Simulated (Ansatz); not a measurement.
**CHClNOSi radical: an energy map over bond length N3–Si4 and dihedral C2–N3–Si4–Cl5**

Program: Ansatz 0.2.0. Level of theory: UKS PBE-D4/def2-SVP. These are calculated values, not measurements.

### Step 1. The system as given

6 atoms, charge 0, spin multiplicity 2.

Atoms are counted from 1 here; the program's logs count them from 0.

Bond lengths: O1–C2 1.180 Å, C2–N3 1.216 Å, N3–Si4 1.727 Å, Si4–Cl5 2.085 Å, Si4–H6 1.506 Å. Angles: O1–C2–N3 177.8°, C2–N3–Si4 159.6°, N3–Si4–Cl5 109.7°, N3–Si4–H6 106.9°, Cl5–Si4–H6 108.1°.

As a file:

```xyz
6
charge 0, multiplicity 2
O    -1.19862    1.75505    1.88634
C    -0.71209    0.93377    1.19274
N    -0.24599    0.05790    0.48912
Si    0.87764   -0.78499   -0.51643
Cl    0.99208    0.14716   -2.37767
H     0.32908   -2.17290   -0.72029
```

This geometry comes from a loose relaxation at PBE in a small basis, which is not shown.

### Step 3. The grid

- bond length N3–Si4: 9 values from 1.416 to 2.590 Å
- dihedral C2–N3–Si4–Cl5: 10 values from −180 to 144 °, periodic

Nothing else is relaxed (all other coordinates rigid). Energies count from the relaxed molecule at the same level. Points are written as (first, second).

(The set-up runs are not shown.)

### Step 4. Grid point (1.709 Å, −72°)

input.yaml

```yaml
crystal:
  periodic: [false, false, false]
  atoms:
    - { symbol: O, position_ang: [-1.204739, 1.737152, 1.907959] }
    - { symbol: C, position_ang: [-0.713804, 0.934809, 1.19586] }
    - { symbol: "N", position_ang: [-0.243341, 0.081325, 0.469219] }
    - { symbol: Si, position_ang: [0.86505, -0.771944, -0.512658] }
    - { symbol: Cl, position_ang: [1.139309, 0.249037, -2.309547] }
    - { symbol: H, position_ang: [0.245027, -2.112571, -0.811045] }
magnetization:
  spin_polarized: true
  initial_magnetization: 1
basis:
  gaussian: { orbitals: def2-SVP }
hamiltonian:
  xc: pbe
  dispersion: d4
output:
  forces: true
```

On the command line:

```console
$ ansatz run input.yaml --threads 1 --pin off --max-ram 2560MiB --backend cpu --events-out ev --progress --plain --runs-dir out
```

Q: Estimate wall time and peak memory on 1 thread of Arm Neoverse V2, shared host.

About 3.1 s, with a peak of 0.13 GiB.
